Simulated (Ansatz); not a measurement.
Working through an equation of state with a fit of Be3Pd, space group I4/mmm

With Ansatz 0.2.0 through its Python package.

Typed at the interpreter:
```pycon
>>> from dataclasses import dataclass
>>> import ansatz as az
>>> import numpy as np
>>> @dataclass
... class Options:
...     extra_bands: int = 12
...     beta: float = 0.5
...     smearing: str = "Fermi-Dirac"
...     functional: str = "r2scan"
...     cutoff: int = 600
...     kgrid: tuple[int, ...] = (10, 10, 10)
...
>>> settings = Options()
>>> VECTORS = np.array([
...     [-1.660308, 1.660308, 3.601723],
...     [1.660308, -1.660308, 3.601723],
...     [1.660308, 1.660308, -3.601723],
... ])
>>> SITES = [
...     ("Be", (0.75, 0.25, 0.5)),
...     ("Be", (0.25, 0.75, 0.5)),
...     ("Be", (0.5, 0.5, 0.0)),
...     ("Pd", (0.0, 0.0, 0.0)),
... ]
>>> def crystal_on(cell):
...     crystal = az.Crystal(lattice=az.Lattice.of(cell))
...     for symbol, position in SITES:
...         crystal = crystal.atom(symbol, position)
...     return crystal
...
>>> # scale the volume, keep shape and fractions
>>> volumes, energies = [], []
>>> for scale in np.linspace(0.94, 1.06, 7):
...     cell = VECTORS * scale ** (1 / 3)
...     calc = (
...         crystal_on(cell).calculation()
...         .scf(extra_bands=settings.extra_bands)
...         .accuracy("low")
...         .mixing("msr1", beta=settings.beta)
...         .occupations(settings.smearing)
...         .functional(settings.functional)
...         .basis(settings.cutoff)
...         .kpoints(*settings.kgrid)
...     )
...     data = calc.run(threads=1).report
...     volumes.append(abs(np.linalg.det(cell)) / len(SITES))
...     energies.append(data["free_energy_ev"] / len(SITES))
...     print(f"V = {volumes[-1]:8.4f} A^3/atom  F = {energies[-1]:.5f} eV/atom")
...
V =   9.3329 A^3/atom  F = -1816.74266 eV/atom
V =   9.5314 A^3/atom  F = -1816.75137 eV/atom
V =   9.7300 A^3/atom  F = -1816.75549 eV/atom
V =   9.9286 A^3/atom  F = -1816.75546 eV/atom
V =  10.1272 A^3/atom  F = -1816.75168 eV/atom
V =  10.3257 A^3/atom  F = -1816.74451 eV/atom
V =  10.5243 A^3/atom  F = -1816.73428 eV/atom
>>> # third-order Birch-Murnaghan: a cubic in V^(-2/3)
>>> x = np.array(volumes) ** (-2 / 3)
>>> poly = np.polynomial.Polynomial.fit(x, energies, 3).convert()
>>> roots = poly.deriv().roots()
>>> x0 = min((r.real for r in roots if abs(r.imag) < 1e-9 and poly.deriv(2)(r.real) > 0), key=lambda r: abs(r - x.mean()))
>>> v0 = x0 ** -1.5
>>> b0 = 4 / 9 * poly.deriv(2)(x0) * v0 ** (-7 / 3) * 160.21766
>>> b1 = 4 + 2 / 3 * x0 * poly.deriv(3)(x0) / poly.deriv(2)(x0)
>>> print(f"V0 = {v0:.4f} A^3/atom, B0 = {b0:.1f} GPa, dB/dP = {b1:.2f}")
V0 = 9.8270 A^3/atom, B0 = 157.5 GPa, dB/dP = 4.01
```

A third-order Birch-Murnaghan fit through the 7 points has its minimum at 9.83 Å³ an atom, 1.0 % below the typed cell, with a bulk modulus of 157 GPa and dB/dP = 4.0. From that minimum the energy rises by 13.3 meV an atom on the compressed side and 21.7 meV on the expanded side.

These settings explore the input space; cutoff and mesh may be short of convergence. No spin polarisation was allowed. Shape and fractional positions are held along the curve, so the bulk modulus is an upper value where they are free to relax. For a metal this k-point mesh is coarse: on a finer one energies can move by several to tens of meV an atom and pressures by half a GPa or more, differences at one mesh by less. The structure comes from a database of computed cells and needn't be a stable or known phase. Hardware and time: 75 s on 1 thread of Arm Neoverse V1, with other jobs on the host, peak memory 0.54 GiB.
